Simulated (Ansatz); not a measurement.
# SbP3: the cost of one run

Method: DFT PBE, scalar-relativistic, plane waves, PAW, in Ansatz 0.2.0.

### 1 Starting point

It takes space group P-6c2 (No. 188, hexagonal). Conventional cell: a = 5.140 Å, b = 5.140 Å, c = 7.399 Å, α = 90.00°, β = 90.00°, γ = 120.00°. Sb (site symmetry 32) has 6 P at 2.49 Å as nearest neighbours. Around P (site symmetry m) lie 2 P at 2.38 Å and 2 Sb at 2.49 Å.

Structure file:

```
CELL_PARAMETERS angstrom
5.14037 0.00000 0.00000
-2.57018 4.45169 0.00000
0.00000 0.00000 7.39872
ATOMIC_POSITIONS crystal
Sb 0.33333 0.66667 0.50000
Sb 0.33333 0.66667 0.00000
P 0.08915 0.78870 0.75000
P 0.21130 0.30045 0.75000
P 0.69955 0.91085 0.75000
P 0.69955 0.78870 0.25000
P 0.21130 0.91085 0.25000
P 0.08915 0.30045 0.25000
```

A structure generator made this guess: 4-, 6-connected net, elements by coordination (P-6c2, No. 188). Lengths come from tabulated atomic sizes and are only a guess.

### 2 Probe: one point on a coarse mesh

The input, input.yaml:

```yaml
crystal:
  lattice:
    - [5.14036937, 0.0, 0.0]
    - [-2.57018468, 4.45169046, 0.0]
    - [0.0, 0.0, 7.39872388]
  atoms:
    - { symbol: Sb, position: [0.33333333, 0.66666667, 0.5] }
    - { symbol: Sb, position: [0.33333333, 0.66666667, 0.0] }
    - { symbol: P, position: [0.08915166, 0.78869931, 0.75] }
    - { symbol: P, position: [0.21130069, 0.30045235, 0.75] }
    - { symbol: P, position: [0.69954765, 0.91084834, 0.75] }
    - { symbol: P, position: [0.69954765, 0.78869931, 0.25] }
    - { symbol: P, position: [0.21130069, 0.91084834, 0.25] }
    - { symbol: P, position: [0.08915166, 0.30045235, 0.25] }
basis:
  ecutwfc: 420
kpoints:
  mp_grid: { grid: [6, 6, 4] }
hamiltonian:
  xc: pbe
scf:
  occupations: { method: gaussian, width: 0.1 }
  lower_state_search: "off"
output:
  forces: true
  stress: true
  eigenvalues: true
```

The run is started by

```
$ ansatz run input.yaml --threads 1 --pin off --max-ram 2560MiB --backend cpu --events-out ev --progress --plain --runs-dir out
```

**Question.** How long does this run take on 1 thread of Arm Neoverse V1, shared host, and how much memory does it need?

About 13 s, with a peak of 0.39 GiB.
